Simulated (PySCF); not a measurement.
**W(NH)2Br2: geometry, NMR shifts and electronic excitations**

What NMR shifts and electronic excitations should W(NH)2Br2 (`[NH]=[W](=[NH])([Br])[Br]`) show?

Computed with PySCF 2.14.0, with density-fitted response routines of our own, on a single molecule in the gas phase. Atoms count from 0, in the outputs and in this text.

## 1. The starting structure

7 atoms, charge 0, multiplicity 1; geometry from: GFN2-xTB. The atoms were then displaced at random by about 0.03 Å, so the start is not that level's minimum.

Bonds of the start (Å): W0–N1 1.77, W0–N3 1.82, W0–Br5 2.53, W0–Br6 2.37, N1–H2 0.99, N3–H4 0.92.

## 2. Relaxing the molecule at PBE0-D3(BJ)/def2-SVP

The job: settings as JSON, then the geometry in Å.

```
{"job": {"xc": "PBE0", "basis": "def2-SVP", "d3": "d3bj", "grid": 1, "maxiter": 40, "shake": 0.03, "kind": "geom"}, "charge": 0, "multiplicity": 1}
W     -0.231000    -0.071280    -0.193860
N     -0.379520    -0.028960     1.564920
H     -0.215560    -0.035390     2.546260
N      1.456480     0.007360    -0.884000
H      2.360060    -0.025090    -1.049130
Br    -1.457660     1.980920    -1.009410
Br    -1.440940    -1.929570    -1.043330
```

Run with:

```bash
OMP_NUM_THREADS=1 python probes_run.py task.json out
```

The driver reads the jobs from task.json and runs them one after another.

What it wrote:

```text
step   0  E = -5324.80845386  max force = 0.183071
step   1  E = -5324.83008341  max force = 0.051307
step   2  E = -5324.83286097  max force = 0.029829
step   3  E = -5324.83454473  max force = 0.005060
step   4  E = -5324.83499242  max force = 0.004910
step   5  E = -5324.83506565  max force = 0.003327
step   6  E = -5324.83503709  max force = 0.001613
step   7  E = -5324.83502052  max force = 0.003916
step   8  E = -5324.83506942  max force = 0.002930
step   9  E = -5324.83512346  max force = 0.001177
step  10  E = -5324.83515396  max force = 0.000882
step  11  E = -5324.83516845  max force = 0.001290
step  12  E = -5324.83517307  max force = 0.001079
step  13  E = -5324.83516922  max force = 0.001163
step  14  E = -5324.83516785  max force = 0.001186
step  15  E = -5324.83516686  max force = 0.001201
step  16  E = -5324.83516637  max force = 0.001206
step  17  E = -5324.83516612  max force = 0.001209
step  18  E = -5324.83516597  max force = 0.001212
step  19  E = -5324.83516584  max force = 0.001212
optimisation converged
```

It took 3.3 min on 1 thread of Arm Neoverse V2, shared host; peak memory 0.51 GiB.

Step by step:

```csv
step,energy from step 0 (eV),largest force component (eV/Å)
0,0.0000,9.4139
1,-0.5886,2.6383
2,-0.6642,1.5339
3,-0.7100,0.2602
4,-0.7222,0.2525
5,-0.7241,0.1711
6,-0.7234,0.0829
7,-0.7229,0.2014
8,-0.7242,0.1507
9,-0.7257,0.0605
10,-0.7265,0.0454
11,-0.7269,0.0663
12,-0.7271,0.0555
13,-0.7270,0.0598
14,-0.7269,0.0610
15,-0.7269,0.0618
16,-0.7269,0.0620
17,-0.7269,0.0622
18,-0.7269,0.0623
19,-0.7269,0.0623
```

Distances of close pairs at the start and the end, largest changes first:

```csv
bond,before (Å),after (Å),change (Å)
N3–H4,0.919,1.016,+0.097
W0–Br5,2.526,2.437,-0.089
W0–N3,1.825,1.737,-0.088
W0–Br6,2.375,2.434,+0.060
W0–N1,1.766,1.737,-0.028
N1–H2,0.995,1.016,+0.022
```

The end geometry stands in the next job.

```csv
at the end point,value
point group (found at 0.08 Å tolerance),C2v
"rotational constants (GHz, main isotopes)","1.830, 0.676, 0.564"
dipole moment (D),2.89
```

## 3. NMR shieldings: PBE0/def2-TZVP+pcSseg-1

The job: settings as JSON, then the geometry in Å.

```
{"job": {"kind": "nmr", "xc": "PBE0", "basis": {"default": "pcSseg-1", "W": "def2-TZVP"}}, "charge": 0, "multiplicity": 1}
W     -0.339822     0.029123    -0.304484
N     -0.473035    -0.096913     1.423110
H     -0.131022    -0.188283     2.375967
N      1.334666    -0.021168    -0.763907
H      2.334450    -0.084370    -0.593288
Br    -1.223557     2.204071    -0.959835
Br    -1.409819    -1.944470    -1.246113
```

With the program's defaults for keys left out, this is: GIAO PBE0/pcSseg-1 W:def2-TZVP NMR shielding, scalar relativity only through core potentials, gas phase.

What it wrote:

```text
coarse grid: 38784 points
cycle   1  E = -5324.7251401945  dE = -2.244e+01  |g| = 1.453e+00  |ddm| = 8.528e+00
cycle   2  E = -5321.8719845398  dE =  2.853e+00  |g| = 3.807e+00  |ddm| = 2.666e+00
cycle   3  E = -5324.8977728128  dE = -3.026e+00  |g| = 6.673e-01  |ddm| = 2.419e+00
cycle   4  E = -5324.9858351566  dE = -8.806e-02  |g| = 2.282e-01  |ddm| = 6.065e-01
cycle   5  E = -5324.9945545729  dE = -8.719e-03  |g| = 1.254e-01  |ddm| = 3.035e-01
cycle   6  E = -5324.9990068852  dE = -4.452e-03  |g| = 1.214e-02  |ddm| = 1.249e-01
cycle   7  E = -5324.9990296512  dE = -2.277e-05  |g| = 6.737e-03  |ddm| = 9.949e-03
cycle   8  E = -5324.9990356770  dE = -6.026e-06  |g| = 4.367e-03  |ddm| = 5.720e-03
cycle   9  E = -5324.9990399775  dE = -4.300e-06  |g| = 5.998e-04  |ddm| = 2.688e-03
final grid: 74472 points
cycle  10  E = -5324.9989615683  dE =  4.413e-07  |g| = 1.661e-03  |ddm| = 1.378e-03
cycle  11  E = -5324.9989561162  dE =  5.452e-06  |g| = 5.315e-03  |ddm| = 3.807e-03
cycle  12  E = -5324.9989621467  dE = -6.031e-06  |g| = 2.267e-04  |ddm| = 2.952e-03
cycle  13  E = -5324.9989621593  dE = -1.255e-08  |g| = 6.697e-05  |ddm| = 2.207e-04
cycle  14  E = -5324.9989621601  dE = -8.386e-10  |g| = 2.498e-05  |ddm| = 5.012e-05
converged SCF energy = -5324.9989621601

GIAO shielding tensors (ppm)
atom      isotropic    diamagn.    paramagn.     s11        s22        s33       span
  0 W          nan         nan         nan        nan        nan        nan        nan
  1 N     -142.235     320.600    -462.835   -429.753    -82.682     85.732    515.485
  2 H       22.365      29.811      -7.446     13.594     23.738     29.763     16.169
  3 N     -143.390     320.600    -463.990   -436.040    -81.218     87.088    523.128
  4 H       22.213      29.796      -7.584     13.111     23.735     29.793     16.682
  5 Br    2117.920    3125.027   -1007.107   1245.477   2382.708   2725.574   1480.097
  6 Br    2123.063    3124.975   -1001.912   1253.916   2379.623   2735.649   1481.733
```

Run time: 26 s. Hardware: 1 thread of Arm Neoverse V2, shared host; peak memory 1.1 GiB.

Shifts follow as δ = σ(reference) − σ, with reference shieldings (ppm) from runs at the same level and on the same kind of geometry: 1H TMS 31.27, 15N NH3 265.7, 79Br HBr 2584. The references are single molecules in the gas phase, so shifts against H2O, NH3, PH3, H3PO4 or CFCl3 are not on the usual liquid scales and can be off by tens of ppm. Atoms listed in one row are averaged.

```csv
atoms,environment,σ (ppm),δ (ppm)
"H2, H4",hydrogen on a nitrogen bonded to W,22.29,8.98
"N1, N3","nitrogen bonded to W, H",-142.8,408.5
"Br5, Br6",bromine bonded to W,2120,464
```

Atoms past Kr carry core potentials, so their printed shieldings have no meaning and are left out of the table.

The run also stored atomic charges by several schemes (e):

```csv
atoms,Mulliken,ESP fit
W0,0.98,0.51
"N1, N3",-0.37,-0.54
"Br5, Br6",-0.31,-0.10
```

Mayer bond orders: W0–N1 2.19, W0–N3 2.19, W0–Br5 0.99, W0–Br6 0.99.

With diffuse functions Mulliken charges and Mayer bond orders lose their meaning; the other schemes are steadier.

The fields below are evaluated on a grid from the run's orbitals.

Frontier orbitals at PBE0/def2-TZVP+pcSseg-1, with the share of their density that lies nearest to each atom:

```csv
orbital,energy (eV),lies on
HOMO,-8.09,"N1, N3 about 27 % each; Br5, Br6 about 18 % each"
LUMO,-2.55,"W0 57 %; Br5, Br6 about 14 % each; N1, N3 about 6 % each"
```

ELF in a plane through or near 5 of the atoms.

Ten even steps from ' ' (0.00) to '@' (0.99):
```
                                                        
                                                        
                                                        
                                                        
            --++**::                --****==            
          ==@@@@@@##--..        ..==%%@@@@@@--          
        ..**@@@@@@@@**--..  ....--**@@@@@@@@++          
          --%%@@@@%%##**==::::==####%%@@@@%%::          
          ..++%%%%----%%++::::++%%..**####++..          
          ::++##%%--==##======--##====%%##++::          
          --**%%%%%%++::##::..##--++%%%%%%**--          
          ..==****==..--%%==--%%--..--**++==..          
            ........  ..**####++..    ....              
                        ........                        
                                                        
                                                        
                                                        
                                                        
                                                        
                                                        
```
The map spans 9.1 Å across and 8.8 Å up, centred on the molecule. Atoms in the plane (x, y in Å): W0 (0.0, -0.5), N1 (1.4, 0.6), H2 (1.9, 1.4), N3 (-1.4, 0.5), H4 (-1.9, 1.4).

On the surface of density 0.002 e/bohr³ the electrostatic potential runs, from the 1st to the 99th percentile, from -0.59 V near N3 to 2.19 V near H4.

## 4. Excited states and response: B3LYP/def2-SVPD

Same as in step 3 but for these lines:

```diff
@@ -1,2 +1,2 @@
-{"job": {"kind": "nmr", "xc": "PBE0", "basis": {"default": "pcSseg-1", "W": "def2-TZVP"}}, "charge": 0, "multiplicity": 1}
+{"job": {"kind": "uv", "xc": "B3LYP", "basis": "def2-SVPD", "ip": true, "nstates": 10}, "charge": 0, "multiplicity": 1}
 W     -0.339822     0.029123    -0.304484
```

With the program's defaults for keys left out, this is: TDDFT B3LYP/def2-SVPD, vertical, gas phase, core orbitals frozen in the response.

What it wrote:

```text
coarse grid: 38784 points
cycle   1  E = -5325.4757349957  dE = -1.434e+01  |g| = 8.858e-01  |ddm| = 7.909e+00
cycle   2  E = -5324.3219485932  dE =  1.154e+00  |g| = 2.418e+00  |ddm| = 2.666e+00
cycle   3  E = -5325.5614841152  dE = -1.240e+00  |g| = 5.741e-01  |ddm| = 2.143e+00
cycle   4  E = -5325.6396857665  dE = -7.820e-02  |g| = 1.801e-01  |ddm| = 6.946e-01
cycle   5  E = -5325.6484336291  dE = -8.748e-03  |g| = 6.814e-02  |ddm| = 3.066e-01
cycle   6  E = -5325.6496097670  dE = -1.176e-03  |g| = 1.267e-02  |ddm| = 9.062e-02
cycle   7  E = -5325.6496412701  dE = -3.150e-05  |g| = 3.047e-03  |ddm| = 1.421e-02
cycle   8  E = -5325.6496411011  dE =  1.690e-07  |g| = 3.185e-03  |ddm| = 4.992e-03
cycle   9  E = -5325.6496434726  dE = -2.372e-06  |g| = 1.963e-04  |ddm| = 2.761e-03
final grid: 74472 points
cycle  10  E = -5325.6495429333  dE = -7.197e-08  |g| = 2.496e-04  |ddm| = 3.752e-03
cycle  11  E = -5325.6495428687  dE =  6.467e-08  |g| = 5.812e-04  |ddm| = 7.713e-04
cycle  12  E = -5325.6495429435  dE = -7.478e-08  |g| = 1.469e-04  |ddm| = 5.754e-04
cycle  13  E = -5325.6495429483  dE = -4.873e-09  |g| = 2.505e-05  |ddm| = 1.506e-04
cycle  14  E = -5325.6495429484  dE = -8.549e-11  |g| = 1.428e-05  |ddm| = 3.071e-05
converged SCF energy = -5325.6495429484

Static polarisability (au): isotropic 101.920, principal 90.080 98.814 116.864

Singlet excitations
state   eV       nm        f      main configurations
  1   3.9186    316.4   0.00443   H->L 0.97
  2   4.0612    305.3   0.00000   H-1->L 0.99
  3   4.2527    291.5   0.03321   H-2->L 0.87, H-4->L 0.09
  4   4.7583    260.6   0.01002   H->L+1 0.89
  5   4.8491    255.7   0.00314   H-3->L 0.83, H-1->L+1 0.10
  6   4.9288    251.6   0.00001   H->L+2 0.95
  7   5.0760    244.3   0.00175   H-5->L 0.91
  8   5.2052    238.2   0.00046   H-2->L+1 0.69, H->L+3 0.15, H-1->L+2 0.14
  9   5.2538    236.0   0.00302   H-1->L+1 0.52, H-2->L+2 0.44
 10   5.2650    235.5   0.05695   H-4->L 0.70

Triplet excitations (Tamm-Dancoff, eV): 3.6103 3.8485 3.8727 4.3536
Vertical ionisation energy (delta-SCF) = 9.8185 eV
Vertical electron affinity (delta-SCF) = 1.0439 eV
```

Wall time 2 min (1 thread of Arm Neoverse V2, shared host); peak memory 0.78 GiB.

The orbitals next to the gap, with their largest atomic shares:

```csv
orbital,eV,atoms
HOMO−3,-8.74,"Br5 34 %, Br6 32 %, W0 12 %"
HOMO−2,-8.09,"Br6 34 %, Br5 34 %, N3 13 %"
HOMO−1,-8.04,"Br5 37 %, Br6 36 %, N1 10 %"
HOMO,-7.90,"N3 25 %, N1 25 %, Br6 20 %"
LUMO,-2.84,"W0 57 %, Br5 15 %, Br6 15 %"
LUMO+1,-1.80,"W0 51 %, N1 19 %, N3 16 %"
LUMO+2,-1.69,"W0 52 %, N3 13 %, Br6 12 %"
```

With each of the 10 states as a Gaussian band of 0.4 eV half-width at 1/e, the curve within the window shown has maxima at 290 nm (ε 1,500), 237 nm (ε 2,600) L/(mol cm). Beyond the last state computed it falls off for lack of states. The curve at chosen wavelengths:

(nm, ε (L/mol/cm)): (223, 1417), (229, 2183), (235, 2612), (241, 2559), (247, 2175), (253, 1725), (259, 1396), (265, 1250), (271, 1261), (277, 1364), (283, 1478), (289, 1537), (295, 1506), (301, 1385), (307, 1199), (313, 984), (319, 771), (325, 581), (331, 424), (337, 301), (343, 209), (349, 142), (355, 95), (361, 63), (367, 41), (373, 26)

Leading natural transition orbitals of singlet state 10: the hole lies on Br5, Br6 about 36 % each; N1, N3 about 10 % each; W0 6 %; the particle on W0 56 %; Br5, Br6 about 13 % each; N1, N3 about 7 % each.

Leading natural transition orbitals of singlet state 1: the hole lies on N1, N3 about 28 % each; Br5, Br6 about 17 % each; the particle on W0 56 %; Br5, Br6 about 14 % each.

Ground-state properties from the same run:

```csv
property,computed
dipole moment (D),2.67
polarisability (Å³),15.10
HOMO–LUMO gap (eV),5.05
−ε(HOMO) (eV),7.90
```

## 5. Shielding tensors: KT2/def2-TZVP+pcSseg-1

Same as in step 4 but for these lines:

```diff
@@ -1,2 +1,2 @@
-{"job": {"kind": "uv", "xc": "B3LYP", "basis": "def2-SVPD", "ip": true, "nstates": 10}, "charge": 0, "multiplicity": 1}
+{"job": {"kind": "nmr", "xc": "KT2", "basis": {"default": "pcSseg-1", "W": "def2-TZVP"}, "pop": false}, "charge": 0, "multiplicity": 1}
 W     -0.339822     0.029123    -0.304484
```

Method: GIAO KT2/pcSseg-1 W:def2-TZVP NMR shielding, scalar relativity only through core potentials, gas phase.

What it wrote:

```text
coarse grid: 38784 points
cycle   1  E = -5347.0716349108  dE = -2.195e+01  |g| = 1.395e+00  |ddm| = 8.474e+00
cycle   2  E = -5341.2531508026  dE =  5.818e+00  |g| = 4.568e+00  |ddm| = 4.034e+00
cycle   3  E = -5347.1863148894  dE = -5.933e+00  |g| = 8.433e-01  |ddm| = 3.964e+00
cycle   4  E = -5347.2642580277  dE = -7.794e-02  |g| = 6.374e-01  |ddm| = 1.137e+00
cycle   5  E = -5347.3424763417  dE = -7.822e-02  |g| = 3.542e-01  |ddm| = 8.973e-01
cycle   6  E = -5347.3794274587  dE = -3.695e-02  |g| = 6.594e-02  |ddm| = 3.854e-01
cycle   7  E = -5347.3800976002  dE = -6.701e-04  |g| = 2.350e-02  |ddm| = 3.947e-02
cycle   8  E = -5347.3799422104  dE =  1.554e-04  |g| = 3.441e-02  |ddm| = 3.119e-02
cycle   9  E = -5347.3802232169  dE = -2.810e-04  |g| = 5.290e-03  |ddm| = 2.176e-02
cycle  10  E = -5347.3802292665  dE = -6.050e-06  |g| = 1.241e-03  |ddm| = 3.412e-03
final grid: 74472 points
cycle  11  E = -5347.3801254261  dE =  8.317e-07  |g| = 2.241e-03  |ddm| = 3.690e-03
cycle  12  E = -5347.3801181843  dE =  7.242e-06  |g| = 5.573e-03  |ddm| = 7.638e-03
cycle  13  E = -5347.3801263376  dE = -8.153e-06  |g| = 1.450e-03  |ddm| = 5.707e-03
cycle  14  E = -5347.3801267469  dE = -4.093e-07  |g| = 6.210e-04  |ddm| = 1.146e-03
cycle  15  E = -5347.3801268337  dE = -8.677e-08  |g| = 7.765e-05  |ddm| = 4.148e-04
cycle  16  E = -5347.3801268346  dE = -8.758e-10  |g| = 5.096e-05  |ddm| = 7.467e-05
cycle  17  E = -5347.3801268353  dE = -6.630e-10  |g| = 3.292e-06  |ddm| = 3.829e-05
converged SCF energy = -5347.3801268353

GIAO shielding tensors (ppm)
atom      isotropic    diamagn.    paramagn.     s11        s22        s33       span
  0 W          nan         nan         nan        nan        nan        nan        nan
  1 N     -109.383     320.864    -430.246   -343.547    -57.515     72.915    416.462
  2 H       22.346      30.043      -7.697     15.257     23.519     28.261     13.004
  3 N     -110.158     320.879    -431.037   -348.426    -56.239     74.190    422.616
  4 H       22.228      30.029      -7.801     14.875     23.512     28.295     13.420
  5 Br    2027.517    3128.585   -1101.068   1176.889   2229.634   2676.030   1499.141
  6 Br    2033.339    3128.534   -1095.194   1187.854   2226.276   2685.887   1498.033
```

It took 23 s on 1 thread of Arm Neoverse V2, shared host; peak memory 1 GiB.

Key values: δ N1 374.1, Br5 546, H2 8.89 ppm (means over like atoms).

## 6. Side by side: NMR shifts

Shifts (ppm), means over like atoms, with basis size and wall time:

```csv
run,H2,N1,Br5,functions,time
PBE0/def2-TZVP+pcSseg-1,8.98,408.5,464,166,26 s
KT2/def2-TZVP+pcSseg-1,8.89,374.1,546,166,23 s
```

## 7. What came out

```
                                                                          quantity                         value
                                                                       point group                           C2v
                                              rotational constants (main isotopes)          1.83, 0.68, 0.56 GHz
  1H shifts against TMS (PBE0/def2-TZVP+pcSseg-1, means over atoms taken as alike)                      8.98 ppm
 15N shifts against NH3 (PBE0/def2-TZVP+pcSseg-1, means over atoms taken as alike)                     408.5 ppm
79Br shifts against HBr (PBE0/def2-TZVP+pcSseg-1, means over atoms taken as alike)                       464 ppm
                                             surface potential, 1st and 99th percentile            -0.59 V and 2.19 V
                                                  lowest singlet (B3LYP/def2-SVPD)   3.92 eV (316 nm), f = 0.004
                                          brightest single state of those computed  state 10, 5.26 eV, f = 0.057
                                                                    lowest triplet                       3.61 eV
                                                 vertical ionisation energy (ΔSCF)                       9.82 eV
                                                 vertical electron affinity (ΔSCF)                       1.04 eV
                                                         range of the shift of Br5                464 to 546 ppm
```

The start was shaken at random, so part of the energy gained undoes that. Over 19 steps the energy fell by 0.727 eV; of the close pairs, N3–H4 changed most, 0.919 to 1.016 Å. No frequency check was run at this level, so the end point may be a saddle. At PBE0/def2-TZVP+pcSseg-1: The largest span, 1481 ppm, is at Br5, Br6, where the paramagnetic term is -1005 ppm. By nearest atom (PBE0/def2-TZVP+pcSseg-1), the HOMO sits on N1, N3 about 27 % each; Br5, Br6 about 18 % each and the LUMO on W0 57 %; Br5, Br6 about 14 % each. The lowest singlet, at 3.92 eV, is HOMO→LUMO 0.97 and is weak; of the 10 states computed, the strongest absorption comes from state 10 at 5.26 eV (the last computed, so partners may be missing). The lowest triplet lies 0.31 eV below the lowest singlet (triplets in Tamm-Dancoff, singlets in full TDDFT). Spin-orbit coupling, left out, mixes singlets and triplets in elements this heavy. ΔSCF puts the ionisation energy at 9.82 eV, 1.92 eV above −ε(HOMO). Across the 2 runs the shift of Br5 (with its like atoms) moves most, between 464 (PBE0/def2-TZVP+pcSseg-1) and 546 ppm (KT2/def2-TZVP+pcSseg-1). Spin-orbit coupling is left out, which matters for shieldings and couplings at and beside the heavy atoms.
